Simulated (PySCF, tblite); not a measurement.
**C5H10AlF3O: geometry, infrared bands and NMR shifts**

Aim: predict the infrared bands and NMR shifts of C5H10AlF3O (`C=C[C@@H](F)[O+]([AlH3-])CC(F)F`).

Programs: tblite 0.8.0 and PySCF 2.14.0, with density-fitted response routines of our own. Each step states its level of theory. These are calculated values for one molecule in the gas phase, unless marked as measured. Atoms count from 0, in the outputs and in this text.

## Step 1: The molecule as given

20 atoms, charge 0, multiplicity 1; geometry from: force field or distance geometry start.

Bonds of the start (Å): C0–C1 1.34, C1–C2 1.49, C2–F3 1.39, C2–O4 1.44, O4–Al5 1.90, O4–C6 1.44, C6–C7 1.53, C7–F8 1.38, C7–F9 1.38, C0–H10 1.08, C0–H11 1.09, C1–H12 1.09, C2–H13 1.12, Al5–H14 1.59, Al5–H15 1.61, Al5–H16 1.60, C6–H17 1.12, C6–H18 1.11, C7–H19 1.11.

## Step 2: Geometry optimisation with GFN2-xTB

The job: settings as JSON, then the geometry in Å.

```
{"job": {"kind": "relax", "xc": "GFN2-xTB", "basis": "xTB"}, "charge": 0, "multiplicity": 1}
C      2.378500     0.752700     1.385500
C      2.172800    -0.311000     0.602000
C      1.223400    -0.285700    -0.545200
F      1.273800    -1.472700    -1.259200
O     -0.119500     0.011900    -0.108800
Al    -0.878200    -1.418900     0.875400
C     -0.937400     0.334300    -1.248600
C     -2.108300     1.226600    -0.829900
F     -2.816400     1.603100    -1.958000
F     -1.649800     2.349800    -0.182700
H      3.065800     0.706600     2.213300
H      1.828800     1.677700     1.202800
H      2.724700    -1.225800     0.830300
H      1.603400     0.516700    -1.225100
H     -1.363600    -2.562700    -0.112000
H      0.204900    -2.021900     1.898800
H     -2.112700    -0.882200     1.733100
H     -1.315300    -0.585200    -1.766600
H     -0.381500     0.919300    -2.007200
H     -2.798600     0.678100    -0.151600
```

Launch:

```sh
OMP_NUM_THREADS=1 python probes_run.py task.json out
```

One launch serves the whole session: the jobs run in the order shown.

**Question.** This job is followed by: GFN2-xTB harmonic vibrations, gas phase; GIAO PBE0/pcSseg-1 NMR shielding, non-relativistic, gas phase. What will the session give for the following? strongest single infrared mode (GFN2-xTB); zero-point energy (GFN2-xTB); 13C shifts against TMS (PBE0/pcSseg-1); 1H shifts against TMS (PBE0/pcSseg-1, means over atoms taken as alike); 19F shifts against CFCl3 (PBE0/pcSseg-1); 17O shifts against H2O (PBE0/pcSseg-1); 27Al shifts against AlH4- (PBE0/pcSseg-1); surface potential, 1st and 99th percentile.

The runs gave:

| quantity | value |
| --- | --- |
| strongest single infrared mode (GFN2-xTB) | 816 cm⁻¹, 611 km/mol |
| zero-point energy (GFN2-xTB) | 84.6 kcal/mol |
| 13C shifts against TMS (PBE0/pcSseg-1) | 139.0, 137.8, 120.0, 115.4, 71.6 ppm |
| 1H shifts against TMS (PBE0/pcSseg-1, means over atoms taken as alike) | 6.87, 6.66, 6.30, 6.27, 6.17, 4.83, 4.50, 4.19 ppm |
| 19F shifts against CFCl3 (PBE0/pcSseg-1) | -148.4, -149.4, -153.4 ppm |
| 17O shifts against H2O (PBE0/pcSseg-1) | 70.8 ppm |
| 27Al shifts against AlH4- (PBE0/pcSseg-1) | 75.2 ppm |
| surface potential, 1st and 99th percentile | -0.95 V and 1.51 V |

In words: Over 174 steps the energy fell by 0.966 eV; of the close pairs, Al5–H15 changed most, 1.608 to 1.562 Å. No mode is imaginary among the 54: a minimum at this level. The strongest single mode, at 816 cm⁻¹, moves mainly H14 and H15. GFN2-xTB is a fitted tight-binding method: band positions and strengths are rough. Its intensities can rank the bands wrongly. C0 (terminal =CH2 carbon) lies farthest downfield among carbon, at 139.0 ppm; the olefinic region. H19 (hydrogen on an sp3 CH bonded to 2 F) lies farthest downfield among hydrogen, at 6.87 ppm; its carbon carries F, which withdraws density. At PBE0/pcSseg-1: The largest span, 242 ppm, is at C0, where the paramagnetic term is -207 ppm. At PBE0/pcSseg-1, counted by nearest atom on the grid, the HOMO lies on H14 42 %; H16 18 %, the LUMO on C0, C1 about 27 % each; H10, H11 about 8 % each.
